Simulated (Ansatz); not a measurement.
## CH5BFNO, SMILES CNB(O)F: a rigid torsion scan

Computed with the Ansatz DFT code, driven from Python.

`torsion_ch5bfno.py`:
```python
import ansatz
from ase import Atoms

atoms = Atoms(["C", "N", "B", "O", "F", "H", "H", "H", "H", "H"], positions=[
    [-1.0715, -0.7377, 0.1366],
    [0.1884, -0.4159, 0.7059],
    [0.8385, 0.7268, -0.0687],
    [2.2269, 0.5058, -0.7185],
    [0.2718, 2.0326, -0.1089],
    [-1.7877, 0.2121, 0.1875],
    [-0.9908, -1.0118, -0.9315],
    [-1.5584, -1.507, 0.6788],
    [0.0508, -0.0665, 1.7306],
    [1.9152, 0.2104, -1.6088],
])

first = (
    ansatz.Crystal.molecule_from_ase(atoms).calculation()
    .basis(gaussian="def2-SVP")
    .functional("HF")
    .accuracy("medium")
    .relax(force_tolerance=0.02, max_steps=80)
)
atoms.positions = first.run(threads=1, pin="off").report["positions_ang"]

start = atoms.get_dihedral(2, 1, 0, 5)
energies = {}
for turn in range(0, 121, 20):
    turned = atoms.copy()
    turned.set_dihedral(2, 1, 0, 5, start + turn, indices=[0, 5, 6, 7])
    calc = (
        ansatz.Crystal.molecule_from_ase(turned).calculation()
        .basis(gaussian="def2-SVP")
        .functional("HF")
        .accuracy("medium")
    )
    energies[round((start + turn) % 360)] = calc.run(threads=1, pin="off").report["free_energy_ev"]
floor = min(energies.values())
print("dihedral B2-N1-C0-H5 (deg)   E - E(min) (kJ/mol)")
for angle, e in sorted(energies.items()):
    print(f"{angle:8d} {96.485332 * (e - floor):14.3f}  " + "#" * int(30 * (e - floor) / max(max(energies.values()) - floor, 1e-9)))
```

Running `python torsion_ch5bfno.py` prints:
```text
dihedral B2-N1-C0-H5 (deg)   E - E(min) (kJ/mol)
       2          1.056  #####
     242          0.000
     262          1.330  #######
     282          3.931  #####################
     302          5.405  ##############################
     322          4.496  ########################
     342          2.318  ############
```

The settings weren't tested for convergence. The scan is rigid and the energies are electronic, in a modest basis. With rigid groups the curve can differ much from the relaxed path, the start wasn't checked as a minimum of this torsion, and equivalent turns needn't return to the same energy. Wall time of the script: 72 s on 1 thread of Arm Neoverse V1, on a shared host, peak memory 0.25 GiB.
